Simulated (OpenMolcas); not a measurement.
# One shape, several levels: [SiF3]− (SMILES F[Si-](F)F)

Wanted: a comparison of 6 runs (HF/STO-3G, M06-2X/STO-3G, PBE/STO-3G, UPBE/STO-3G, ACPF/STO-3G, CISD/STO-3G) of [SiF3]−. 

Program for the calculation: OpenMolcas 26.06.

1 further run of the same task is left out (set aside as unsound or not needed).

### 1 The system as given

The species is [SiF3]− (4 atoms), meant as a singlet with charge -1. As SMILES, `F[Si-](F)F`. The Si1–F4 distance was set to 2.121 Å, away from the relaxed value.

Bond lengths: Si1–F2 1.693 Å, Si1–F3 1.696 Å. Angles: F2–Si1–F3 93.7°. A long bond or contact: Si1–F4 2.121 Å.

### 2 The energy at HF/STO-3G (run 1)

Contents of mol.input:

```
&GATEWAY
 BasLib
 $CurrDir
 Coord
 4
 angstrom
 Si       0.178558       0.313499       0.912654
 F        1.611338       0.276769       0.010654
 F       -0.504282       1.557979      -0.015206
 F       -0.736530      -1.225060      -0.225300
 Basis
 STO-3G
 Group
 NoSym

&SEWARD

&SCF
 Charge
 -1
 Thresholds
 1e-10 1e-07 1e-07 1e-05
 PrOrbitals
 1 1
```

The basis set STO-3G is read from a file made from the Basis Set Exchange's data (not shown).

The run is started by

```console
$ export MOLCAS_MEM=1860
$ pymolcas mol.input > mol.log
```

What it wrote:

```text
--- Start Module: gateway ---
[...]
--- Stop Module: gateway /rc=_RC_ALL_IS_WELL_ ---
--- Start Module: seward ---
[...]
      Basis functions           24
--- Stop Module: seward /rc=_RC_ALL_IS_WELL_ ---
--- Start Module: scf ---
[...]
       Convergence after  13 Iterations
[...]
::    Total SCF energy                               -579.5333947189
[...]
      Total spin, S                                     0.0000000000
[...]
      Total electronic charge=   42.000000
      Total            charge=   -1.000000
[...]
      Dipole Moment (debye):
      Origin of the operator (angstrom)=    0.1416    0.2395    0.2491
                   X=  7.4921E-01               Y=  1.2485E+00               Z=  8.9475E-01           Total=  1.7090E+00
      Center of Charge (angstrom)
[...]
--- Stop Module: scf /rc=_RC_ALL_IS_WELL_ ---
[...]
```

Wall time 1.3 s (1 thread of Intel Xeon 6975P-C (Granite Rapids), shared host); peak memory 0.37 GiB.

### 3 A single-point energy at M06-2X/STO-3G (run 2)

Contents of mol.input:

```
&GATEWAY
  BasLib
  $CurrDir
  Coord
  4
  angstrom
  Si       0.178558       0.313499       0.912654
  F        1.611338       0.276769       0.010654
  F       -0.504282       1.557979      -0.015206
  F       -0.736530      -1.225060      -0.225300
  Basis
  STO-3G
  Group
  NoSym

&SEWARD
  GridInput
  Grid=UltraFine
  End of Grid

&SCF
  Charge
  -1
  KSDFT
  M062X
  Thresholds
  1e-10 1e-07 1e-07 1e-05
  PrOrbitals
  1 1
```

The basis set STO-3G is read from a file made from the Basis Set Exchange's data (not shown).

The run is started by

```console
$ export MOLCAS_MEM=1860
$ pymolcas mol.input > mol.log
```

What it wrote:

```text
--- Start Module: gateway ---
[...]
--- Stop Module: gateway /rc=_RC_ALL_IS_WELL_ ---
--- Start Module: seward ---
[...]
      Basis functions           24
--- Stop Module: seward /rc=_RC_ALL_IS_WELL_ ---
--- Start Module: scf ---
[...]
       Convergence after  15 Iterations
[...]
::    Total KS-DFT energy                            -581.1683949807
[...]
      Total spin, S                                     0.0000000000
[...]
      Total electronic charge=   42.000000
      Total            charge=   -1.000000
[...]
      Dipole Moment (debye):
      Origin of the operator (angstrom)=    0.1416    0.2395    0.2491
                   X=  6.8241E-01               Y=  1.1248E+00               Z=  2.5613E-01           Total=  1.3403E+00
      Center of Charge (angstrom)
[...]
--- Stop Module: scf /rc=_RC_ALL_IS_WELL_ ---
[...]
```

Wall time 3.9 s (1 thread of Intel Xeon 6975P-C (Granite Rapids), shared host); peak memory 0.37 GiB.

### 4 The energy at PBE/STO-3G (run 3)

Contents of mol.input:

```
&GATEWAY
BasLib = $CurrDir
Coord
4
angstrom
Si       0.178558       0.313499       0.912654
F        1.611338       0.276769       0.010654
F       -0.504282       1.557979      -0.015206
F       -0.736530      -1.225060      -0.225300
Basis = STO-3G
Group = NoSym
&SEWARD
GridInput
Grid=UltraFine
End of Grid
&SCF
Charge = -1
KSDFT = PBE
Thresholds = 1e-10 1e-07 1e-07 1e-05
PrOrbitals = 1 1
```

The basis set STO-3G is read from a file made from the Basis Set Exchange's data (not shown).

The run is started by

```console
$ export MOLCAS_MEM=1860
$ pymolcas mol.input > mol.log
```

What it wrote:

```text
--- Start Module: gateway ---
[...]
--- Stop Module: gateway /rc=_RC_ALL_IS_WELL_ ---
--- Start Module: seward ---
[...]
      Basis functions           24
--- Stop Module: seward /rc=_RC_ALL_IS_WELL_ ---
--- Start Module: scf ---
[...]
       Convergence after  20 Iterations
[...]
::    Total KS-DFT energy                            -580.7086671060
[...]
      Total spin, S                                     0.0000000000
[...]
      Total electronic charge=   42.000000
      Total            charge=   -1.000000
[...]
      Dipole Moment (debye):
      Origin of the operator (angstrom)=    0.1416    0.2395    0.2491
                   X=  6.8359E-01               Y=  1.1169E+00               Z= -1.9928E-01           Total=  1.3246E+00
      Center of Charge (angstrom)
[...]
--- Stop Module: scf /rc=_RC_ALL_IS_WELL_ ---
[...]
```

It took 3.6 s on 1 thread of Intel Xeon 6975P-C (Granite Rapids), shared host; peak memory 0.37 GiB.

Runs 4 to 5 aren't shown in full; the table further down has their settings and results.

### 5 A single-point energy at CISD/STO-3G (run 6)

Contents of mol.input:

```
>>> EXPORT MOLCAS_PRINT=2
&gateway
baslib=$CurrDir
coord
4
angstrom
Si       0.178558       0.313499       0.912654
F        1.611338       0.276769       0.010654
F       -0.504282       1.557979      -0.015206
F       -0.736530      -1.225060      -0.225300
basis=STO-3G
group=NoSym
&seward
&scf
charge=-1
thresholds=1e-10 1e-07 1e-07 1e-05
prorbitals=1 1
&motra
frozen=8
&guga
electrons=26
spin=1
inactive=13
active=0
ciall=1
&cpf
sdci
```

The basis set STO-3G is read from a file made from the Basis Set Exchange's data (not shown).

The run is started by

```console
$ export MOLCAS_MEM=1860
$ pymolcas mol.input > mol.log
```

What it wrote:

```text
--- Start Module: gateway ---
[...]
--- Stop Module: gateway /rc=_RC_ALL_IS_WELL_ ---
[...]
      Basis functions           24
[...]
       Convergence after  13 Iterations
[...]
::    Total SCF energy                               -579.5333947189
[...]
      Total spin, S                                     0.0000000000
[...]
      *** WARNING: Default frozen orbitals is overwritten by user input.
      *** Default values:   5
[...]
--- Start Module: guga ---
[...]
--- Stop Module: guga /rc=_RC_ALL_IS_WELL_ ---
--- Start Module: cpf ---
[...]
      Active orbitals                            0       0
[...]
      Spin quantum number                      0.0
[...]
     FINAL CI ENERGY          -579.62349201
     FINAL CORRELATION ENERGY   -0.09009729  REFERENCE ENERGY    -579.53339472
[...]
     REL. CI ENERGY           -579.62349201
[...]
      Total electronic charge=   42.000000
      Total            charge=   -1.000000
[...]
      Dipole Moment (debye):
      Origin of the operator (angstrom)=    0.1416    0.2395    0.2491
                   X=  5.2812E-01               Y=  8.6911E-01               Z=  1.9667E-01           Total=  1.0358E+00
      Quadrupole Moment (debye*angstrom):
[...]
--- Stop Module: cpf /rc=_RC_ALL_IS_WELL_ ---
[...]
```

Run time: 1.3 s. Hardware: 1 thread of Intel Xeon 6975P-C (Granite Rapids), shared host; peak memory 0.37 GiB.

### 6 The series

```tsv
run	level	integration grid	scramble	energy (Eh)	HOMO energy (eV)	LUMO energy (eV)	HOMO–LUMO gap (eV)	wall time
1	HF/STO-3G	–	–	-579.533395	2.04	17.35	15.31	1.3 s
2	M06-2X/STO-3G	UltraFine	–	-581.168395	4.49	14.69	10.21	3.9 s
3	PBE/STO-3G	UltraFine	–	-580.708667	8.38	13.02	4.64	3.6 s
4	UPBE/STO-3G	UltraFine	0.25	-580.708667	8.38	13.02	4.64	5.1 s
5	ACPF/STO-3G	–	–	-579.631268	2.04	17.35	15.31	1.4 s
6	CISD/STO-3G	–	–	-579.623492	2.04	17.35	15.31	1.3 s
```

### 7 Results

```
                                                    quantity          value
                                         run 6: total energy  -579.62349 Eh
                  run 6: HOMO energy (Hartree–Fock orbitals)        2.04 eV
                  run 6: LUMO energy (Hartree–Fock orbitals)       17.35 eV
run 6: HOMO–LUMO gap (to an unbound level, set by the basis)       15.31 eV
          run 6: correlation energy (8 core orbitals frozen)      -90.1 mEh
```

What this shows: Below the HF energy at the same shape and in the same basis (STO-3G): ACPF -97.9 mEh; CISD -90.1 mEh. Over runs 1, 2, 3, 4 the HOMO–LUMO gap runs from 4.64 eV (PBE/STO-3G) to 15.31 eV (HF/STO-3G). Exact exchange widens orbital gaps. The empty levels of an anion lie above zero and hang on the basis. Totals of different functionals can't be ranked against each other. In runs 1, 2, 3, 4, 5, 6 the HOMO lies above zero, so the outermost electron may be held by the basis alone. In runs 1, 2, 3, 4, 5, 6 the basis is minimal, so the values are rough. All runs together took 17 s, the longest 5.1 s.
